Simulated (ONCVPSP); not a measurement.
# Te: generating and testing an ONCV potential

Task: generate the file, and judge it by its errors in other configurations, its logarithmic derivatives, its ghosts and its cutoff.

Method: ONCVPSP 4.0.1.1 (patched build), PBE, scalar-relativistic.

### Step 1. The design

The settings as typed:

* element: tellurium (Te, Z = 52)
* type: optimised norm-conserving Vanderbilt (ONCV)
* frozen core: [Ar] 3d10
* valence charge: 24
* reference configuration: 4s2 4p6 4d10 5s2 5p4
* partial waves: 4s+5s: rc 1.38 bohr, ncon 4, nbas 7, qcut 6.4 1/bohr, 2 projectors; 4p+5p: rc 1.15 bohr, ncon 4, nbas 8, qcut 13 1/bohr, 2 projectors; 4d: rc 0.90 bohr, ncon 4, nbas 7, qcut 12.2 1/bohr, local; f scattering state at 0.35 Ha: rc 1.35 bohr, ncon 4, nbas 8, qcut 7.9 1/bohr, 2 projectors, debl 1.7 Ha
* local potential: the d channel
* core correction: polynomial model core, fcfact 0.15

The nodes and maxima of the atom's own shells, from an earlier all-electron run, set the scale for the radii.

All-electron outer shells of the reference configuration (PBE, scalar-relativistic, ld1.x):

| shell | level (eV) | outermost node (bohr) | outermost maximum (bohr) |
| --- | --- | --- | --- |
| 3p | -803.91 | 0.13 | 0.29 |
| 3d | -560.05 | – | 0.24 |
| 4s | -164.39 | 0.38 | 0.70 |
| 4p | -114.41 | 0.38 | 0.74 |
| 4d | -41.65 | 0.36 | 0.81 |
| 5s | -15.11 | 0.91 | 1.80 |
| 5p | -5.95 | 1.00 | 2.17 |

### Step 2. Generation

The input, Te.dat:

```
# ATOM AND REFERENCE CONFIGURATION
# atsym  z   nc   nv     iexc    psfile
  Te 52.00    6    5        4      upf
#
#   n    l    f
    1    0    2.00
    2    0    2.00
    2    1    6.00
    3    0    2.00
    3    1    6.00
    3    2   10.00
    4    0    2.00
    4    1    6.00
    4    2   10.00
    5    0    2.00
    5    1    4.00
#
# PSEUDOPOTENTIAL AND OPTIMIZATION
# lmax
    3
#
#   l,   rc,      ep,       ncon, nbas, qcut
    0    1.38    0.00    4    7    6.40
    1    1.15    0.00    4    8   13.00
    2    0.90    0.00    4    7   12.20
    3    1.35    0.35    4    8    7.90
#
# LOCAL POTENTIAL
# lloc, lpopt,  rc(5),   dvloc0
    2    5    0.90    0.00
#
# VANDERBILT-KLEINMAN-BYLANDER PROJECTORs
# l, nproj, debl
    0    2    3.30
    1    2    1.10
    2    0    3.60
    3    2    1.70
#
# MODEL CORE CHARGE
# icmod, fcfact, rcfact
    1    0.15    0.00
#
# LOG DERIVATIVE ANALYSIS
# epsh1, epsh2, depsh
   -8.00    5.00    0.04
#
# OUTPUT GRID
# rlmax, drl
    6.00    0.01
#
# TEST CONFIGURATIONS
# ncnf
    4
# nvcnf
#   n    l    f
    5
    4    0    2.00
    4    1    6.00
    4    2   10.00
    5    0    2.00
    5    1    3.00
#
    5
    4    0    2.00
    4    1    6.00
    4    2   10.00
    5    0    2.00
    5    1    2.00
#
    5
    4    0    2.00
    4    1    6.00
    4    2   10.00
    5    0    2.00
    5    1    1.00
#
    5
    4    0    2.00
    4    1    6.00
    4    2   10.00
    5    0    2.00
    5    1    0.00
#
```

The run is started by

```bash
$ oncvpsp.x < Te.dat > Te.out
```

What does the calculation give? Wanted: cutoffs for 1 and 0.1 mHa per electron, occupied waves; bound ghosts; GHOST(+) flags; largest test error; largest phase difference near zero energy, channels read; rms error of d²Exc/dn², without and with the model core.

The runs gave:

| quantity | value |
| --- | --- |
| cutoffs for 1 and 0.1 mHa per electron, occupied waves | 56 Ha and 81 Ha |
| bound ghosts | none found |
| GHOST(+) flags | s at 221 eV |
| largest test error (AE − PS) | -17 meV, for 4s2 4p6 4d10 5s2 5p0 |
| largest phase difference near zero energy, channels read | 0.001 rad |
| rms error of d²Exc/dn², without and with the model core | 4.48 and 1.79 mHa |

The worst unpolarised test, 4s2 4p6 4d10 5s2 5p0, is off by 17 meV on 91.0 eV; by total energies transferability rates as good. The potential is hard: the looser tolerance needs 56 Ha. The program's ghost test flags no bound state. Near zero energy the phases of the channels with partial waves agree within 0.001 rad. The program also flags highly localised states, GHOST(+) (s).
